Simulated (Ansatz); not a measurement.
Run this with Ansatz 0.2.0 through its Python package and show what comes out.

`methods_bbrf.py`
```python
'''BBrF at several levels of theory.'''

from pathlib import Path

import ansatz
import numpy as np

GEOMETRY = '''
F    -0.37420    1.30330   -0.07170
B     0.44620    0.25180    0.27440
Br   -0.08300   -1.61990   -0.21590
'''

system = ansatz.Crystal.molecule()
for line in GEOMETRY.strip().splitlines():
    symbol, *xyz = line.split()
    system = system.atom(symbol, [float(v) for v in xyz])

job = (
    system.calculation()
    .basis(gaussian='def2-SVP')  # the orbital basis, by name
    .spin('collinear', total=1)
)

print('functional    E (Ha)        dipole (D)   HOMO (eV)  LUMO (eV)')
for name in ['cam_b3lyp', 'hf', 'revpbe', 'r2scan', 'pbe', 'lc_wpbe']:
    report = job.functional(name).forces().orbitals().run(threads=1, backend='cpu', runs_dir='runs').report
    lines = Path(report['orbitals_path']).read_text().splitlines()
    field_of = lambda key: [line.split('=')[1].strip() for line in lines if line.startswith(key)]
    orbitals = [(27.211386 * float(e), s, float(n)) for e, s, n in zip(field_of('Ene='), field_of('Spin='), field_of('Occup='))]
    homo = max(e for e, _, n in orbitals if n > 0.5)
    lumo = min(e for e, _, n in orbitals if n < 0.5)
    dipole = 4.803205 * np.linalg.norm(report['charge_distribution']['dipole_moment_e_ang'])
    print(f'{name:10s} {report["free_energy_ev"] / 27.211386246:14.6f} {dipole:9.3f} {homo:11.3f} {lumo:10.3f}')
```

`python methods_bbrf.py` gives:
```text
functional    E (Ha)        dipole (D)   HOMO (eV)  LUMO (eV)
cam_b3lyp    -2698.527290     0.301      -8.474     -1.818
hf           -2696.144978     0.847     -10.748      1.208
revpbe       -2698.189108     0.107      -5.785     -3.487
r2scan       -2698.382910     0.320      -6.330     -3.066
pbe          -2697.928438     0.091      -5.795     -3.617
lc_wpbe      -2698.009394     0.407      -9.986     -0.315
```

What to keep in mind:
- Total energies depend on the basis set; only differences at equal settings carry meaning.
- The geometry is a force-field or estimated start, not a minimum of this method, and the basis set is short of its limit. A lower total doesn't mark the better method: functionals have no common bound, and MP2 and coupled cluster aren't variational.
- The species is open-shell (spin multiplicity 2).
- Levels such as HOMO and LUMO are orbital energies: with these approximate functionals they aren't the ionisation energy and electron affinity, and their gap isn't the fundamental gap.
- Hardware and time: 15 s on 1 thread of Intel(R) Xeon(R) Processor @ 2.30GHz, on a shared host, peak memory 0.27 GiB.
